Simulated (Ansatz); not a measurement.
## HfCl4 in a box, plane waves

Ansatz 0.2.0, DFT PBE, spin-orbit coupling, plane waves, PAW, molecule in a box. The geometry was relaxed with Gaussian bases (r2SCAN; Hf def2-SVP with ECP60, Cl def2-SVP).

```yaml
crystal:
  lattice:
    - [11.69, 0.0, 0.0]
    - [0.0, 11.69, 0.0]
    - [0.0, 0.0, 11.69]
  atoms:
    - { symbol: Hf, position: [0.50011377, 0.50011377, 0.50011377] }
    - { symbol: Cl, position: [0.61528315, 0.61528315, 0.61528315] }
    - { symbol: Cl, position: [0.3849444, 0.3849444, 0.61528315] }
    - { symbol: Cl, position: [0.61528315, 0.3849444, 0.3849444] }
    - { symbol: Cl, position: [0.3849444, 0.61528315, 0.3849444] }
basis:
  ecutwfc: 420
  ecutrho_ratio: 4
kpoints:
  mp_grid: { grid: [1, 1, 1] }
hamiltonian:
  xc: pbe
scf:
  occupations: { method: gaussian, width: 0.01 }
output:
  forces: true
  eigenvalues: true
  populations: true
  write_density: true
  write_potential: true
  elf: true
  volumetric_format: npy
magnetization:
  noncollinear: true
  spin_orbit: true
```

Command:
```sh
ansatz run input.yaml --threads 2 --pin off --max-ram 5120MiB --backend cpu --events-out ev --progress --plain --runs-dir out
```
It took 18 s on 2 threads of Arm Neoverse V2, on a shared host, peak memory 2.1 GiB.

(1) How does the SCF go?

(2) Which levels lie next to the highest filled one (eV, counted from it)?

(3) What forces are left at this geometry, relaxed with Gaussian bases (eV/Å)?

The forces come from the other functional as well as from the basis.

No frequency check is given that shows the relaxed geometry to be a minimum.

Results:

(1) 
```
SCF iter   1: F=—  HF=-20068.002994 eV  |F-HF|=—  |Δ(HF+E_count)|=         —  Δρ=1.23e-2
preconditioner: auto → Resta (q_TF=auto, 1.551 Å⁻¹)  ε∞=1.3  [insulator: Δε(μ)=6.309 eV  Ē_g=11.800 eV  σ=0.010 eV  W_gap=1.00  n_
spin=Noncollinear: Resta preconditioning applied to the charge; magnetization (m_x, m_y, m_z) channels mix plain (no charge-respon
SCF iter   2: F=—  HF=-20066.967194 eV  |F-HF|=—  |Δ(HF+E_count)|=    1.04e0  Δρ=6.12e-3
SCF iter   3: F=—  HF=-20066.841234 eV  |F-HF|=—  |Δ(HF+E_count)|=   1.26e-1  Δρ=3.07e-3
SCF iter   4: F=—  HF=-20066.843965 eV  |F-HF|=—  |Δ(HF+E_count)|=   2.73e-3  Δρ=1.25e-3
SCF iter   5: F=—  HF=-20066.848567 eV  |F-HF|=—  |Δ(HF+E_count)|=   4.60e-3  Δρ=1.40e-4
SCF iter   6: F=—  HF=-20066.848385 eV  |F-HF|=—  |Δ(HF+E_count)|=   1.82e-4  Δρ=6.17e-5
SCF iter   7: F=—  HF=-20066.848378 eV  |F-HF|=—  |Δ(HF+E_count)|=   7.13e-6  Δρ=1.59e-5
SCF iter   8: F=-20066.848377 eV  HF=-20066.848377 eV  |F-HF|=2.37e-8  |Δ(HF+E_count)|=   4.13e-7  Δρ=2.18e-6
```

(2) Filled: -0.53, -0.53, -0.53, -0.53, -0.06, -0.06, 0.00, 0.00, 0.00, 0.00. Empty: 5.15, 5.15, 5.15, 5.15, 5.97, 5.97, 5.98, 5.98.

(3) 
```
Hf   0.00  0.00  0.00
Cl  -0.20 -0.20 -0.20
Cl   0.20  0.20 -0.20
Cl  -0.20  0.20  0.20
Cl   0.20 -0.20  0.20
```
